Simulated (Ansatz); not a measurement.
# BrClGaH (built from SMILES [Cl][GaH][Br]): search for a transition state

Is there a first-order saddle for this 1,1-elimination, which should form Br2–H3 and break Ga1–Br2, Ga1–H3, and which two structures does it connect?

Program: Ansatz 0.2.0, Gaussian basis. Level of theory: PBE0-D4, def2-SVP first, then def2-TZVP. These are calculated values, not measurements.

152 further runs of the same task are left out: 152 set aside as unsound or not needed.

### Step 1. Starting geometry

The guess: 4 atoms, charge 0, spin multiplicity 1.

Atoms are counted from 1 here; the program's logs count them from 0.

Bond lengths: Ga1–Br2 2.827 Å, Ga1–Cl4 2.463 Å, H3–Cl4 1.399 Å. Angles: Br2–Ga1–Cl4 79.4°, Ga1–Cl4–H3 55.3°.

Geometry (Å):

```mol
BrClGaH
  3D, bonds by distance, orders not assigned

  4  3  0  0  0  0  0  0  0  0999 V2000
    1.4117    0.3808   -0.4207 Ga  0  0
   -1.0201   -0.5582   -1.5134 Br  0  0
   -0.4187   -0.0652    0.3220 H   0  0
    0.0271    0.2425    1.6121 Cl  0  0
  1  2  8  0
  1  4  8  0
  3  4  8  0
M  END
```

Distances that are to change: Br2–H3 1.99 Å, Ga1–Br2 2.83 Å, Ga1–H3 2.03 Å.

### Step 2. Relaxing the guess with the reacting distances held

Input file hold/in.yaml:

```yaml
crystal:
  periodic: [false, false, false]
  atoms:
    - {symbol: Ga, position_ang: [1.411700, 0.380800, -0.420700]}
    - {symbol: Br, position_ang: [-1.020100, -0.558200, -1.513400]}
    - {symbol: H, position_ang: [-0.418700, -0.065200, 0.322000]}
    - {symbol: Cl, position_ang: [0.027100, 0.242500, 1.612100]}
basis:
  gaussian: {orbitals: def2-SVP}
hamiltonian: {xc: pbe0, dispersion: d4}
relax: {f_tol: 0.08, max_steps: 120, escape_saddle: false, constraints: [{distance: [1, 2]}, {distance: [0, 1]}, {distance: [0, 2]}]}
```

Launch:

```
$ ansatz run in.yaml --threads 2 --pin off --events-out ev --progress --plain --max-ram 4352MiB
```

Further steps of the session: A starting Hessian; Saddle search in the small basis; Saddle search in triple zeta; Checking the order of the point; Relaxing after a step of 0.30 Å one way along the mode; Relaxing after a step of 0.30 Å the other way along the mode.

What does the calculation give? Wanted: imaginary mode; barrier from the start side; barrier from the end side; energy of the step; pairs that change; zero-point energy at the saddle.

**Answer**, as computed:

| quantity | value |
| --- | --- |
| imaginary mode | 191i cm⁻¹ |
| barrier from the start side | 5.3 kcal/mol |
| barrier from the end side | 2.1 kcal/mol |
| energy of the step | +3.2 kcal/mol |
| pairs that change | Ga1–Cl4 formed, Br2–H3 formed, Ga1–Br2 broken, H3–Cl4 broken |
| zero-point energy at the saddle | 0.177 eV |

What this shows: One imaginary mode, 191i cm⁻¹, makes this a first-order saddle. The two relaxations don't end on the planned structures: the search found another step. At PBE0-D4/def2-TZVP the electronic barrier is 5.3 kcal/mol, about 9 kT at 298 K, and the step runs 3.2 kcal/mol uphill. A step off the saddle overshot and began above it in energy, so the link to its end is likely but not proven. Lower complexes than these ends may exist.
